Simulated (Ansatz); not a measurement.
**CH₅AlO₂Si: one species, many methods**

The task here is to estimate one member of a computed series from the others.

Program: Ansatz 0.2.0, Gaussian basis. Level of theory: functionals in def2-TZVPP, the program's frozen cores in correlated methods. These are calculated values, not measurements.

The runs, in order: PBE-D4, r2SCAN-D4, PBE0-D4, B3LYP-D4, ωB97X-V, ωB97M-V, B2PLYP; CCSD(T)/def2-TZVPP; MP2/def2-QZVPP; extrapolation to the limit.

## The geometry

All runs share one geometry, relaxed beforehand with PBE0-D4 in a triple-zeta def2 set.

SMILES `[OH][Al]1[O]C[SiH2]1`, 10 atoms, charge 0, spin multiplicity 1.

Atoms are counted from 1 here; the program's logs count them from 0.

Bond lengths: O1–Al2 1.685 Å, O1–H6 0.955 Å, Al2–O3 1.720 Å, Al2–Si5 2.398 Å, O3–C4 1.440 Å, C4–Si5 1.933 Å, C4–H7 1.095 Å, C4–H8 1.095 Å, Si5–H9 1.490 Å, Si5–H10 1.490 Å. Angles: Al2–O1–H6 126.1°, O1–Al2–O3 124.9°, O1–Al2–Si5 155.0°, O3–Al2–Si5 80.1°, Al2–O3–C4 104.6°, O3–C4–Si5 105.5°, O3–C4–H7 109.7°, O3–C4–H8 109.7°, Si5–C4–H7 112.0°, Si5–C4–H8 112.0°, H7–C4–H8 107.9°, Al2–Si5–C4 69.8°, Al2–Si5–H9 122.1°, Al2–Si5–H10 122.1°, C4–Si5–H9 114.5°, C4–Si5–H10 114.5°, H9–Si5–H10 108.3°.

Set-up of the first run:

in.yaml reads:

```yaml
crystal:
  periodic: [false, false, false]
  atoms:
    - {symbol: O, position_ang: [-2.908556, 0.481602, 0.143669]}
    - {symbol: Al, position_ang: [-1.251573, 0.189602, 0.061840]}
    - {symbol: O, position_ang: [-0.529448, -1.369909, -0.018000]}
    - {symbol: C, position_ang: [0.886155, -1.112271, -0.072612]}
    - {symbol: Si, position_ang: [1.062826, 0.811927, -0.020774]}
    - {symbol: H, position_ang: [-3.327148, 1.338284, 0.188383]}
    - {symbol: H, position_ang: [1.303161, -1.538582, -0.990997]}
    - {symbol: H, position_ang: [1.381367, -1.593477, 0.777250]}
    - {symbol: H, position_ang: [1.786044, 1.333489, 1.172385]}
    - {symbol: H, position_ang: [1.680172, 1.408234, -1.238147]}
basis:
  gaussian: {orbitals: def2-TZVPP}
hamiltonian: {xc: pbe, dispersion: d4}
output: {forces: true, orbitals: {seedname: orbitals}}
```

On the command line:

```console
> ansatz run in.yaml --threads 4 --pin off --events-out ev --progress --plain --max-ram 10444MiB
```

Steps of the session up to this table: PBE-D4 (GGA); r2SCAN-D4 (meta-GGA); PBE0-D4 (hybrid); B3LYP-D4 (hybrid); ωB97X-V (range-separated); ωB97M-V (range-separated); B2PLYP (double hybrid); CCSD(T) in def2-TZVPP; MP2 in def2-QZVPP.

One of the session's tables, all rows but one given; the rest of the session is left out.

| method | atomisation energy (kJ/mol) |
| --- | --- |
| PBE-D4 | 3685.3 |
| r2SCAN-D4 | 3647.7 |
| PBE0-D4 | 3605.8 |
| B3LYP-D4 | ? |
| ωB97X-V | 3646.5 |
| ωB97M-V | 3637.9 |
| B2PLYP | 3582.6 |
| HF/def2-TZVPP | 2568.8 |
| MP2/def2-TZVPP | 3615.7 |
| CCSD/def2-TZVPP | 3472.0 |
| CCSD(T)/def2-TZVPP | 3533.6 |
| MP2/CBS | 3725.2 |
| CCSD(T)/CBS | 3643.0 |

Q: Estimate the row for B3LYP-D4 from the others.

**Answer.** atomisation energy (kJ/mol): 3609.1. In the column «atomisation energy (kJ/mol)» it lies between PBE0-D4 (3605.8) and MP2/def2-TZVPP (3615.7).

To keep in mind: Free atoms (2 O, 1 Al, 1 C, 1 Si, 5 H) were run apart at each level; the atomisation energy is their sum less the molecule, without zero-point or spin-orbit terms.
